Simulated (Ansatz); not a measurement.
**H9NSi2Sn: a ladder of functionals and wavefunction methods**

The task here is to estimate one member of a computed series from the others.

Computed with Ansatz 0.2.0, Gaussian basis. Level: functionals in def2-TZVPP, the program's frozen cores in correlated methods.

Levels to be run: LDA (SPW92), PBE-D4, revPBE-D4, BLYP-D4, r2SCAN-D4, B97M-V, PBE0-D4, B3LYP-D4, r2SCANh-D4, r2SCAN0-D4, HSE06-D4, BHLYP-D4, CAM-B3LYP-D4, LC-ωPBE, ωB97X-V, ωB97M-V, B2PLYP, PBE-QIDH; CCSD(T)/def2-SVP; CCSD(T)/def2-TZVPP; MP2/def2-QZVPP; extrapolation to the limit; RPA on PBE.

## The geometry

All runs share one geometry, relaxed beforehand with PBE0-D4 in a triple-zeta def2 set. Sn takes the def2 core potential; no spin-orbit term is included.

SMILES `N[SiH]([SiH3])[SnH3]`, 13 atoms, charge 0, spin multiplicity 1.

Atoms are counted from 1 here; the program's logs count them from 0.

Bond lengths: N1–Si2 1.732 Å, N1–H5 1.008 Å, N1–H6 1.009 Å, Si2–Si3 2.350 Å, Si2–Sn4 2.568 Å, Si2–H7 1.491 Å, Si3–H8 1.490 Å, Si3–H9 1.491 Å, Si3–H10 1.490 Å, Sn4–H11 1.709 Å, Sn4–H12 1.712 Å, Sn4–H13 1.708 Å. Angles: Si2–N1–H5 119.0°, Si2–N1–H6 119.0°, H5–N1–H6 110.4°, N1–Si2–Si3 115.9°, N1–Si2–Sn4 107.5°, N1–Si2–H7 107.2°, Si3–Si2–Sn4 109.3°, Si3–Si2–H7 107.6°, Sn4–Si2–H7 109.1°, Si2–Si3–H8 110.0°, Si2–Si3–H9 111.5°, Si2–Si3–H10 110.7°, H8–Si3–H9 107.8°, H8–Si3–H10 108.2°, H9–Si3–H10 108.5°, Si2–Sn4–H11 111.4°, Si2–Sn4–H12 109.7°, Si2–Sn4–H13 112.2° and more.

As a file:

```mol
H9NSi2Sn
  3D, bonds by distance, orders not assigned

 13 12  0  0  0  0  0  0  0  0999 V2000
   -0.7247    1.4280    1.3023 N   0  0
    0.3821    0.5718    0.2821 Si  0  0
   -0.0900    0.6267   -2.0189 Si  0  0
    0.4392   -1.8683    1.0796 Sn  0  0
   -1.6531    1.0588    1.4350 H   0  0
   -0.7496    2.4354    1.2589 H   0  0
    1.7282    1.1807    0.4814 H   0  0
   -1.3945   -0.0417   -2.2877 H   0  0
   -0.1808    2.0260   -2.5256 H   0  0
    0.9660   -0.0869   -2.7902 H   0  0
    1.1963   -2.8829   -0.0684 H   0  0
   -1.1590   -2.4416    1.2990 H   0  0
    1.2601   -2.0409    2.5674 H   0  0
  1  2  8  0
  2  3  8  0
  2  4  8  0
  1  5  8  0
  1  6  8  0
  2  7  8  0
  3  8  8  0
  3  9  8  0
  3 10  8  0
  4 11  8  0
  4 12  8  0
  4 13  8  0
M  END
```

Set-up of the first run:

in.yaml reads:

```yaml
crystal:
  periodic: [false, false, false]
  atoms:
    - {symbol: N, position_ang: [-0.724707, 1.427978, 1.302254]}
    - {symbol: Si, position_ang: [0.382113, 0.571828, 0.282090]}
    - {symbol: Si, position_ang: [-0.089990, 0.626743, -2.018867]}
    - {symbol: Sn, position_ang: [0.439179, -1.868251, 1.079580]}
    - {symbol: H, position_ang: [-1.653096, 1.058781, 1.434977]}
    - {symbol: H, position_ang: [-0.749606, 2.435359, 1.258904]}
    - {symbol: H, position_ang: [1.728160, 1.180745, 0.481433]}
    - {symbol: H, position_ang: [-1.394487, -0.041656, -2.287746]}
    - {symbol: H, position_ang: [-0.180752, 2.025958, -2.525562]}
    - {symbol: H, position_ang: [0.965983, -0.086920, -2.790208]}
    - {symbol: H, position_ang: [1.196290, -2.882889, -0.068427]}
    - {symbol: H, position_ang: [-1.159004, -2.441622, 1.299033]}
    - {symbol: H, position_ang: [1.260119, -2.040854, 2.567440]}
basis:
  gaussian: {orbitals: def2-TZVPP}
hamiltonian: {xc: lda}
output: {orbitals: {seedname: orbitals}}
```

Steps of the session up to this table: LDA; PBE-D4 (GGA); revPBE-D4 (GGA); BLYP-D4 (GGA); r2SCAN-D4 (meta-GGA); B97M-V (meta-GGA); PBE0-D4 (hybrid); B3LYP-D4 (hybrid); r2SCANh-D4 (hybrid); r2SCAN0-D4 (hybrid); HSE06-D4 (hybrid); BHLYP-D4 (hybrid); CAM-B3LYP-D4 (range-separated); LC-ωPBE (range-separated); ωB97X-V (range-separated); ωB97M-V (range-separated); B2PLYP (double hybrid); PBE-QIDH (double hybrid).

One of the session's tables, all rows but one given; the rest of the session is left out.

It belongs to the step «Frontier levels by functional». 

```
  functional  HOMO (eV)  gap (eV)
 LDA (SPW92)      -5.86      4.33
      PBE-D4      -5.75      4.39
   revPBE-D4          ?         ?
     BLYP-D4      -5.63      4.41
   r2SCAN-D4      -5.99      4.90
      B97M-V      -6.13      4.82
     PBE0-D4      -6.88      6.31
    B3LYP-D4      -6.69      5.94
  r2SCANh-D4      -6.41      5.59
  r2SCAN0-D4      -7.04      6.62
    HSE06-D4      -6.49      5.55
    BHLYP-D4      -7.89      8.16
CAM-B3LYP-D4      -8.13      8.55
     LC-ωPBE      -9.37     10.88
     ωB97X-V      -9.07     10.43
     ωB97M-V      -8.90      9.94
```

**Question.** Estimate the row for revPBE-D4.

As computed: HOMO (eV): -5.70; gap (eV): 4.43. In the column «HOMO (eV)» it lies between PBE-D4 (-5.75) and BLYP-D4 (-5.63).
